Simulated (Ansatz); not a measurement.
# Mg2I: the cost of one run

Method: DFT PBE, scalar-relativistic, plane waves, PAW, in Ansatz 0.2.0.

## (1) The starting structure

It takes space group Pnnm (No. 58, orthorhombic). The conventional cell has a = 6.235 Å, b = 6.425 Å, c = 4.196 Å, α = 90.00°, β = 90.00°, γ = 90.00°. Mg (site symmetry m) is surrounded by 3 I at 2.70 to 2.76 Å. I (site symmetry 2/m) is surrounded by 6 Mg at 2.70 to 2.76 Å.

Coordinates:

```
CELL_PARAMETERS angstrom
6.23470 0.00000 0.00000
0.00000 6.42454 0.00000
0.00000 0.00000 4.19644
ATOMIC_POSITIONS crystal
Mg 0.22500 0.82500 0.50000
Mg 0.72500 0.67500 0.00000
Mg 0.77500 0.17500 0.50000
Mg 0.27500 0.32500 0.00000
I 0.50000 0.50000 0.50000
I 0.00000 0.00000 0.00000
```

This is candidate A: anti-CaCl2 type (Pnnm, No. 58).

(A quick probe on a coarse mesh, which set the mesh and smearing, is not shown.)

## (3) A loose first relaxation (candidate A)

File input.yaml:

```yaml
crystal:
  lattice:
    - [6.2347044521, 0.0, 0.0]
    - [0.0, 6.4245432094, 0.0]
    - [0.0, 0.0, 4.1964356889]
  atoms:
    - { symbol: Mg, position: [0.225, 0.825, 0.5] }
    - { symbol: Mg, position: [0.725, 0.675, 0.0] }
    - { symbol: Mg, position: [0.775, 0.175, 0.5] }
    - { symbol: Mg, position: [0.275, 0.325, 0.0] }
    - { symbol: I, position: [0.5, 0.5, 0.5] }
    - { symbol: I, position: [0.0, 0.0, 0.0] }
basis:
  ecutwfc: 420
kpoints:
  mp_grid: { grid: [4, 4, 4] }
hamiltonian:
  xc: pbe
scf:
  occupations: { method: gaussian, width: 0.1 }
  lower_state_search: "off"
output:
  forces: true
  stress: true
  eigenvalues: true
relax:
  adjacent_minimum: "off"
  f_tol: 0.04
  max_steps: 70
  cell: { stress_tol: 0.4 }
```

Started as:

```
ansatz run input.yaml --threads 1 --pin off --max-ram 2560MiB --backend cpu --events-out ev --progress --plain --runs-dir out
```

**Question.** How long does this run take on 1 thread of Arm Neoverse V2, shared host, and how much memory does it need?

About 3.2 min, with a peak of 0.53 GiB.
